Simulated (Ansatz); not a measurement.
# C₇H₁₀: basis-set convergence

How large a basis does C₇H₁₀ need? Two functionals are run in growing sets.

The runs use Ansatz 0.2.0, Gaussian basis; one geometry, several basis sets.

Levels to be run: PBE0-D4/def2-SVP; ωB97M-V/def2-SVP; PBE0-D4/def2-QZVPP; ωB97M-V/def2-QZVPP; the functionals' def2-TZVPP values are taken from earlier runs.

### Step 1. The relaxed structure

All runs share one geometry, relaxed beforehand with PBE0-D4 in a triple-zeta def2 set.

17 atoms, charge 0, spin multiplicity 1.

Atoms are counted from 1 here; the program's logs count them from 0.

Bond lengths: C1–C2 1.325 Å, C1–H8 1.084 Å, C1–H9 1.083 Å, C2–C3 1.484 Å, C2–H10 1.089 Å, C3–C4 1.484 Å, C3–C6 1.520 Å, C3–C7 1.493 Å, C4–C5 1.325 Å, C4–H11 1.089 Å, C5–H12 1.084 Å, C5–H13 1.083 Å, C6–C7 1.496 Å, C6–H14 1.083 Å, C6–H15 1.083 Å, C7–H16 1.082 Å, C7–H17 1.082 Å. Angles: C2–C1–H8 122.1°, C2–C1–H9 121.0°, H8–C1–H9 116.9°, C1–C2–C3 126.8°, C1–C2–H10 118.8°, C3–C2–H10 114.4°, C2–C3–C4 113.4°, C2–C3–C6 116.5°, C2–C3–C7 120.2°, C4–C3–C6 116.5°, C4–C3–C7 120.2°, C6–C3–C7 59.5°, C3–C4–C5 126.8°, C3–C4–H11 114.4°, C5–C4–H11 118.8°, C4–C5–H12 122.1°, C4–C5–H13 121.0°, H12–C5–H13 116.9° and more.

### Step 2. PBE0-D4 in def2-SVP

in.yaml reads:

```yaml
crystal:
  periodic: [false, false, false]
  atoms:
    - {symbol: C, position_ang: [-1.202960, -0.245607, -2.137220]}
    - {symbol: C, position_ang: [-1.117512, -0.562370, -0.853239]}
    - {symbol: C, position_ang: [-0.158284, -0.010571, 0.135551]}
    - {symbol: C, position_ang: [0.482896, -1.050675, 0.977795]}
    - {symbol: C, position_ang: [1.772196, -1.153416, 1.266584]}
    - {symbol: C, position_ang: [-0.573477, 1.270289, 0.840043]}
    - {symbol: C, position_ang: [0.552893, 1.272298, -0.143923]}
    - {symbol: H, position_ang: [-0.529039, 0.465898, -2.601457]}
    - {symbol: H, position_ang: [-1.955444, -0.694941, -2.774158]}
    - {symbol: H, position_ang: [-1.808172, -1.300917, -0.447810]}
    - {symbol: H, position_ang: [-0.206556, -1.789543, 1.384693]}
    - {symbol: H, position_ang: [2.508049, -0.461040, 0.872798]}
    - {symbol: H, position_ang: [2.138867, -1.944338, 1.909875]}
    - {symbol: H, position_ang: [-0.331498, 1.352862, 1.892545]}
    - {symbol: H, position_ang: [-1.514604, 1.713858, 0.538951]}
    - {symbol: H, position_ang: [0.385287, 1.747912, -1.100989]}
    - {symbol: H, position_ang: [1.557369, 1.390290, 0.239979]}
basis:
  gaussian: {orbitals: def2-SVP}
hamiltonian: {xc: pbe0, dispersion: d4}
output: {orbitals: {seedname: orbitals}}
```

The run is started by

```
$ ansatz run in.yaml --threads 2 --pin off --events-out ev --progress --plain --max-ram 22528MiB --backend cpu
```

The runs that follow: ωB97M-V in def2-SVP; PBE0-D4 in def2-QZVPP; ωB97M-V in def2-QZVPP.

Before running them: what should the planned runs give, taken together? Wanted: PBE0-D4: double and triple zeta above quadruple; ωB97M-V: double and triple zeta above quadruple.

**Answer**, as computed:

| quantity | value |
| --- | --- |
| PBE0-D4: double and triple zeta above quadruple | 8.36, 0.41 eV |
| ωB97M-V: double and triple zeta above quadruple | 8.79, 0.38 eV |

In words: For PBE0-D4 the step from double to triple zeta gains 7.95 eV and the next only 0.41 eV. Total energies overstate the basis error of differences, where much of it tends to cancel.
